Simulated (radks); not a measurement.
# Valence configurations of Bi⁺

Aim: which of several valence configurations of Bi⁺ lies lowest at this level, and whether it is the one NIST lists ([Hg] 6p2).

The numbers are computed with radks (a radial shooting solver on a logarithmic mesh, Libxc functionals) version 1 (scalar-relativistic Kohn-Sham, BLYP, spin-unpolarised, spherical densities, finite nucleus), except any that are marked as measured or tabulated.

## 1. Starting point

- element: bismuth (Z = 83)
- charge: +1
- electrons: 82
- configuration: [Hg] 6p2
- nuclear rms radius: 5.5211 fm
- others tried: [Xe] 4f14 5d8 6s2 6p4; [Xe] 4f14 5d10 6s1 6p3; [Xe] 4f13 5d10 6s2 6p3; [Xe] 4f13.5 5d10 6s1 6p3.5; [Xe] 4f14 5d10 6s1.5 6p2.5; [Xe] 4f14 5d9 6s2 6p3; [Xe] 4f14 5d9.5 6s2 6p2.5; [Xe] 4f13.5 5d9 6s1 6p4.5; [Xe] 4f14 5d10 6p4

The outer shells:

Bi⁺
```
[Hg] core
6p [↑ ][↑ ][  ]
```

## 2. [Hg] 6p2

Settings of this run:

```text
Z 83
configuration [Hg] 6p2
relativity scalar-relativistic
functional b88,lyp
spin unpolarised
nucleus finite rms 5.5211 fm
c 137.035999084
```

## 3. [Xe] 4f14 5d8 6s2 6p4

Settings, as their differences from step 2:

```diff
@@ -1,3 +1,3 @@
 Z 83
-configuration [Hg] 6p2
+configuration [Xe] 4f14 5d8 6s2 6p4
 relativity scalar-relativistic
```

## 4. [Xe] 4f14 5d10 6s1 6p3

Settings of this run:

```text
Z 83
configuration [Xe] 4f14 5d10 6s1 6p3
relativity scalar-relativistic
functional b88,lyp
spin unpolarised
nucleus finite rms 5.5211 fm
c 137.035999084
```

## 5. [Xe] 4f13 5d10 6s2 6p3

Settings of this run:

```text
Z 83
configuration [Xe] 4f13 5d10 6s2 6p3
relativity scalar-relativistic
functional b88,lyp
spin unpolarised
nucleus finite rms 5.5211 fm
c 137.035999084
```

## 6. [Xe] 4f13.5 5d10 6s1 6p3.5

Settings of this run:

```text
Z 83
configuration [Xe] 4f13.5 5d10 6s1 6p3.5
relativity scalar-relativistic
functional b88,lyp
spin unpolarised
nucleus finite rms 5.5211 fm
c 137.035999084
```

## 7. [Xe] 4f14 5d10 6s1.5 6p2.5

Settings of this run:

```text
Z 83
configuration [Xe] 4f14 5d10 6s1.5 6p2.5
relativity scalar-relativistic
functional b88,lyp
spin unpolarised
nucleus finite rms 5.5211 fm
c 137.035999084
```

## 8. [Xe] 4f14 5d9 6s2 6p3

Settings of this run:

```text
Z 83
configuration [Xe] 4f14 5d9 6s2 6p3
relativity scalar-relativistic
functional b88,lyp
spin unpolarised
nucleus finite rms 5.5211 fm
c 137.035999084
```

## 9. [Xe] 4f14 5d9.5 6s2 6p2.5

Settings of this run:

```text
Z 83
configuration [Xe] 4f14 5d9.5 6s2 6p2.5
relativity scalar-relativistic
functional b88,lyp
spin unpolarised
nucleus finite rms 5.5211 fm
c 137.035999084
```

## 10. [Xe] 4f13.5 5d9 6s1 6p4.5

Settings of this run:

```text
Z 83
configuration [Xe] 4f13.5 5d9 6s1 6p4.5
relativity scalar-relativistic
functional b88,lyp
spin unpolarised
nucleus finite rms 5.5211 fm
c 137.035999084
```

## 11. [Xe] 4f14 5d10 6p4

Settings of this run:

```text
Z 83
configuration [Xe] 4f14 5d10 6p4
relativity scalar-relativistic
functional b88,lyp
spin unpolarised
nucleus finite rms 5.5211 fm
c 137.035999084
```

What does the calculation give? Wanted: for each run, valence; E − E(NIST configuration); highest level; its energy; 1s shift.

**Answer**, as computed:

| valence | E − E(NIST configuration) (eV) | highest level | its energy (eV) | 1s shift (eV) |
| --- | --- | --- | --- | --- |
| [Hg] 6p2 | 0.000 | 6p | -11.378 | +0.00 |
| [Xe] 4f14 5d10 6s1.5 6p2.5 | 5.354 | 6p | -11.758 | -0.92 |
| [Xe] 4f14 5d10 6s1 6p3 | 10.791 | 6p | -12.125 | -1.83 |
| [Xe] 4f14 5d9.5 6s2 6p2.5 | 12.210 | 6p | -12.046 | -3.24 |
| [Xe] 4f14 5d10 6p4 | 21.905 | 6p | -12.828 | -3.58 |
| [Xe] 4f14 5d9 6s2 6p3 | 25.267 | 6p | -12.697 | -6.50 |
| [Xe] 4f14 5d8 6s2 6p4 | 53.916 | 6p | -13.953 | -13.07 |
| [Xe] 4f13.5 5d10 6s1 6p3.5 | 88.248 | 6p | -12.818 | -12.46 |
| [Xe] 4f13.5 5d9 6s1 6p4.5 | 116.97 | 6p | -14.065 | -18.99 |
| [Xe] 4f13 5d10 6s2 6p3 | 158.60 | 6p | -12.802 | -21.53 |

In words: The NIST configuration is the lowest of those tried, 5.354 eV under [Xe] 4f14 5d10 6s1.5 6p2.5. The energies are those of spherical spin-averaged densities, not of single terms. The 1s eigenvalue shifts by up to 21.53 eV as the valence charge is rearranged.
